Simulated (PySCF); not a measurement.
# CsTl+: from the state search to spectroscopic constants

One job finds the state of CsTl+, follows it along the bond with each method and fits the curves.

Method: Cs def2-SVP with ECP46, Tl def2-SVP with ECP60, scalar-relativistic core potentials; program: PySCF 2.14.0.

### 1 The job

A driver script around PySCF takes these settings:

```
atoms                         : Cs, Tl
charge                        : 1
basis                         : Cs def2-SVP with ECP46, Tl def2-SVP with ECP60
Hamiltonian                   : scalar-relativistic core potentials
basis functions               : 50
electrons treated             : 29
masses in u                   : 132.9054, 204.9744
levels                        : PBE0, PBE, r²SCAN, r²SCAN0, M06-L, PBEsol, CAM-B3LYP, HF, MP2, SCS-MP2, CCSD, CCSD(T)
grid                          : 80 radial by 434 angular points
occupations                   : held fixed by the projection of orbital angular momentum
dissociation limit            : Cs+ + Tl, each in its ground configuration
starting distance in angstrom : 3.735
values of 2S to try           : 1, 3
```

Run with:

```
$ OMP_NUM_THREADS=1 python dia.py task.json out
```

After this run come: First curve: PBE0; Higher solutions at PBE0; PBE (GGA); r²SCAN (meta-GGA); r²SCAN0 (hybrid meta-GGA); M06-L (meta-GGA); PBEsol; CAM-B3LYP (range-separated hybrid); UHF (mean field); MP2 and coupled cluster.

Q: Predict the outcome of this session. Wanted: for each run, Re; ωe; De; μ.

The runs gave:

Lowest PBE0 solution found, without spin–orbit coupling: ²Σ⁺ (doublet), unpaired electrons σ ↑. State 2 has its PBE0 minimum 0.48 eV higher. State 3 has its PBE0 minimum 6.08 eV higher. The other levels ran on the lowest alone.

```
      level  Re (Å)  ωe (cm⁻¹)  De (eV)   μ (D)
        UHF   4.698       30.7    0.343  -10.60
    UHF-MP2   4.535       33.7    0.399     n/a
UHF-SCS-MP2   4.566       33.0    0.388     n/a
   UHF-CCSD   4.528       34.1    0.402     n/a
UHF-CCSD(T)   4.519       34.3    0.405     n/a
        PBE   4.512       32.9     0.52   -8.26
     PBEsol   4.428       35.2     0.52   -8.24
     r²SCAN   4.495       34.9    0.438   -9.28
      M06-L   4.412       41.6    0.423   -9.19
       PBE0   4.462       35.1    0.464   -8.88
    r²SCAN0   4.451       36.4    0.431   -9.38
  CAM-B3LYP   4.453       36.0    0.428   -9.34
```

De is counted to Cs+ + Tl in their ground configurations. A positive dipole points from Cs to Tl; in an ion it is taken about the centre of mass and does not tell which atom is negative.

**Reading.** Bond lengths run from 4.412 Å (M06-L) to 4.698 Å (UHF). CCSD(T) can't serve as the judge here: for a weak bond in this basis it is far from its limit. Of the levels with a De here, UHF gives the least (0.343 eV) and PBEsol the most (0.52 eV).

Correlated steps freeze 4 core orbitals. These are scalar-relativistic numbers at best; spin–orbit coupling would shift them, the dissociation energy most. With spin–orbit coupling the term label itself may not hold.
